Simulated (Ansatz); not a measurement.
The system is Y2Ge3.

```xyz
5
Lattice="4.3924 0.0000 0.0000 -2.1962 3.8040 0.0000 0.0000 0.0000 7.1073" Properties=species:S:1:pos:R:3 pbc="T T T"
Y     0.0000    0.0000    1.9195
Y     0.0000    0.0000    5.1878
Ge    2.1962    1.2680    0.0000
Ge    2.1962    1.2680    3.5536
Ge    0.0000    2.5360    0.0000
```

The cell comes from a database or a generator and needn't be the stable form of this composition.

Base run:

- Program: Ansatz 0.2.0
- Functional: r2SCAN
- Potentials or basis: Ansatz PAW
- Cutoff: 500 eV (not typed: the program's choice for these potentials)
- k mesh: 7 × 7 × 4
- Occupations: fermi-dirac, width 0.05 eV
- Spin: no spin polarisation
- Hubbard terms: Y d U = 3 eV

Its results: band gap on the k mesh none (metal or under the smearing width); pressure 3.5 GPa.

**Question.** After a change of settings the same cell gave: band gap on the k mesh none (metal or under the smearing width); pressure 4.9 GPa. Which change was it?
A. hubbard terms from Y d U = 3 eV to Y d U = 6 eV
B. hubbard terms from Y d U = 3 eV to Y d U = 4 eV
C. hubbard terms from Y d U = 3 eV to none; hubbard projectors from ortho-atomic (the default) to none

**Answer.** B.

Caveats: U without spin polarisation on a metal has little footing; the PAW data sets come from PBE, with cores solved anew for the run's functional, which leaves a small shift of forces and pressure; the U is typed as a test and isn't derived for this compound; the density of states is complete only up to the lowest level of the last band computed.
